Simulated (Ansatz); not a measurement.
# C2H6Ga (SMILES C[Ga]C) at UCCSD/6-31G(d) (spherical functions)

What is the energy change on altering one bond length of C2H6Ga at UCCSD/6-31G* (spherical functions)? 

The results are computed with Ansatz 0.2.0.

70 further runs of the same task are left out: 1 that didn't finish, 69 set aside as unsound or not needed.

**1. Starting point**

C2H6Ga: 9 atoms, total charge 0, spin state doublet. As SMILES, `C[Ga]C`. The shape is that of a PBE0-D4/def2-TZVP optimisation.

Bond lengths: C1–Ga2 1.998 Å, Ga2–C3 1.998 Å, C1–H4 1.095 Å, C1–H5 1.095 Å, C1–H6 1.089 Å, C3–H7 1.089 Å, C3–H8 1.095 Å, C3–H9 1.095 Å. Some angles: C1–Ga2–C3 118.1°, Ga2–C1–H4 108.6°, Ga2–C1–H5 108.9°, Ga2–C1–H6 113.3°, Ga2–C3–H7 113.3°, Ga2–C3–H8 108.8°, Ga2–C3–H9 108.7°, H4–C1–H5 107.9°, H4–C1–H6 109.0°, H5–C1–H6 109.1°.

**2. A single-point energy at UCCSD/6-31G(d) (spherical functions)**

molecule.yaml

```yaml
basis:
  gaussian: {orbitals: 6-31G_st_-spherical.json}
crystal:
  periodic: [false, false, false]
  atoms:
    - {symbol: C, position_ang: [-1.246620, 1.163020, 0.175280]}
    - {symbol: Ga, position_ang: [0.456630, 0.385560, 0.873010]}
    - {symbol: C, position_ang: [1.273950, -1.139610, -0.126050]}
    - {symbol: H, position_ang: [-2.014290, 0.382510, 0.177460]}
    - {symbol: H, position_ang: [-1.092470, 1.479700, -0.861100]}
    - {symbol: H, position_ang: [-1.602690, 2.011340, 0.758180]}
    - {symbol: H, position_ang: [2.201980, -1.496820, 0.318200]}
    - {symbol: H, position_ang: [1.469380, -0.822030, -1.155250]}
    - {symbol: H, position_ang: [0.554120, -1.963680, -0.159730]}
magnetization: {spin_polarized: true, initial_magnetization: 1}
correlation: {method: ccsd, frozen_orbitals: {C: 1, Ga: 9, H: 0}}
accuracy: high
scf: {omitted_lower_state_checks: [cluster_reference, increment]}
```

The basis set 6-31G* is read from a file made from the Basis Set Exchange's data (not shown).

Started as:

```sh
$ ansatz run molecule.yaml --threads 1 --pin off --max-ram 3480MiB --events-out events.jsonl --progress --plain --runs-dir runs
```

What it wrote, shortened:

```text
Warning: RAYON_NUM_THREADS=1 ignored (pool sized by the plan → 1); use --threads N
Functional definition: HF
  name "HF"
[...]
1662 factors; integrals over basis functions are off by at most 4.7e-9 eV
[...]
mean field -54481.50236546 eV, -2002.1582830421 hartree, gradient 8.8e-8 eV, S^2 0.755469; 0 other end points of the search recorded, 0 dependent functions left out
11 core orbitals not correlated: weight in the atoms' cores, before any rotation towards them, 1.000 or more for the frozen orbitals, at most 0.000 for the correlated occupied ones
reference -54481.50236546 eV, -2002.1582830421 hartree; 14, 13 occupied and 47, 48 virtual orbitals, 1662 factors
second order -13.32648309 eV of doubles, -0.00000000 eV of singles
cycle   1  -13.30356954 eV  change    2.3e-2 eV  update   9.2e-2
[...]
cycle  23  -13.85595018 eV  change   2.5e-11 eV  update   2.2e-9
Total energy: -54495.35831564 eV, -2002.6674798194 hartree
Checks for a lower state left out: cluster_reference, increment
```

Run time: 27 s. Hardware: 1 thread of Arm Neoverse V2, shared host; peak memory 0.55 GiB.

**3. The distorted shape, same level**

input.yaml

```yaml
crystal:
  periodic: [false, false, false]
  atoms:
    - symbol: C
      position_ang: [-2.360274, 1.591679, -0.357829]
    - symbol: Ga
      position_ang: [-0.657024, 0.814219, 0.339901]
    - symbol: C
      position_ang: [0.160296, -0.710951, -0.659159]
    - symbol: H
      position_ang: [-3.127944, 0.811169, -0.355649]
    - symbol: H
      position_ang: [-2.206124, 1.908359, -1.394209]
    - symbol: H
      position_ang: [-2.716344, 2.439999, 0.225071]
    - symbol: H
      position_ang: [2.201980, -1.496820, 0.318200]
    - symbol: H
      position_ang: [0.355726, -0.393371, -1.688359]
    - symbol: H
      position_ang: [-0.559534, -1.535021, -0.692839]
basis:
  gaussian: {orbitals: 6-31G_st_-spherical.json}
magnetization: {spin_polarized: true, initial_magnetization: 1}
correlation: {method: ccsd, frozen_orbitals: {C: 1, Ga: 9, H: 0}}
accuracy: high
scf: {omitted_lower_state_checks: [cluster_reference, increment]}
```

The basis set 6-31G* is read from a file made from the Basis Set Exchange's data (not shown).

Started as:

```sh
$ ansatz run input.yaml --threads 1 --pin off --max-ram 3480MiB --events-out events.jsonl --progress --plain --runs-dir runs
```

What it wrote:

```text
Warning: RAYON_NUM_THREADS=1 ignored (pool sized by the plan → 1); use --threads N
[... 16 lines left out ...]
11 core orbitals not correlated: weight in the atoms' cores, before any rotation towards them, 1.000 or more for the frozen orbitals, at most 0.000 for the correlated occupied ones
[... 51 lines left out ...]
Total energy: -54491.06354458 eV, -2002.5096498938 hartree
Checks for a lower state left out: cluster_reference, increment
```

It took 60 s on 1 thread of Arm Neoverse V2, shared host; peak memory 0.53 GiB.

**4. Results**

At UCCSD/6-31G* (spherical functions), 11 core orbitals frozen:

| quantity | value |
| --- | --- |
| first shape: total energy | -2002.66748 Eh |
| first shape: correlation energy (11 core orbitals frozen) | -509.2 mEh |
| first shape: ⟨S²⟩ of the reference determinant | 0.755 |
| first shape: T1 diagnostic | 0.012 |
| distorted shape: total energy | -2002.50965 Eh |
| distorted shape: correlation energy (11 core orbitals frozen) | -488.1 mEh |
| distorted shape: ⟨S²⟩ of the reference determinant | 1.660 |
| distorted shape: T1 diagnostic | 0.027 |
| energy change with the C3–H7 bond stretched from 1.089 to 2.396 Å | 4.295 eV |

**Reading.** With the C3–H7 bond stretched from 1.089 to 2.396 Å the energy rises by 4.29 eV (414 kJ/mol). The first shape isn't relaxed at this level, so the change isn't measured from a minimum. ⟨S²⟩ (distorted shape) is 1.66 where a pure doublet has 0.75: the reference is spin-contaminated.
